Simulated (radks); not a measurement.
# Valence configurations of Si

One table from this session's results is given with a row withheld; the runs are named, their logs left out.

The numbers are computed with radks (a radial shooting solver on a logarithmic mesh, Libxc functionals) version 1 (non-relativistic Kohn-Sham, PBEsol, spin-polarised, spherical densities, point nucleus; open shells are filled with parallel spins first), except any that are marked as measured or tabulated.

### The system

```
element       : silicon (Z = 14)
charge        : 0
electrons     : 14
configuration : [Ne] 3s2 3p2
others tried  : 3s1.5 3p2.5; 3s1 3p3; 3s0.5 3p3.5; 3p4
```

The outer shells:

Si
```
[Ne] core
3s [↑↓]
3p [↑ ][↑ ][  ]
```

Set-up of the first run:

Input:

```text
Z 14
configuration [Ne] 3s2 3p2
relativity non-relativistic
functional pbe_sol,pbe_sol
spin polarised
nucleus point
```

Steps of the session up to this table: [Ne] 3s2 3p2.

One table of the session follows, with a row left open; its other results are not shown here.

It belongs to the step «[Ne] 3s2 3p2». From the orbitals of this run (lengths in bohr):

```
  level     <r>  outermost maximum (interpolated)  90 % within  nodes
  2s up  0.5708                             0.457        0.900      1
2s down  0.5707                             0.457        0.899      1
  2p up  0.5387                             0.388        0.906      0
2p down  0.5384                             0.389        0.905      0
  3s up       ?                                 ?            ?      ?
3s down   2.172                              1.78         3.33      2
  3p up   2.742                              2.16         4.32      1
3p down   2.862                              2.16         4.60      1
```

Estimate the missing values for 3s up.

**Answer.** <r>: 2.169; outermost maximum (interpolated): 1.80; 90 % within: 3.30; nodes: 2. In the column «<r>» it lies between 2s up (0.5708) and 3s down (2.172).
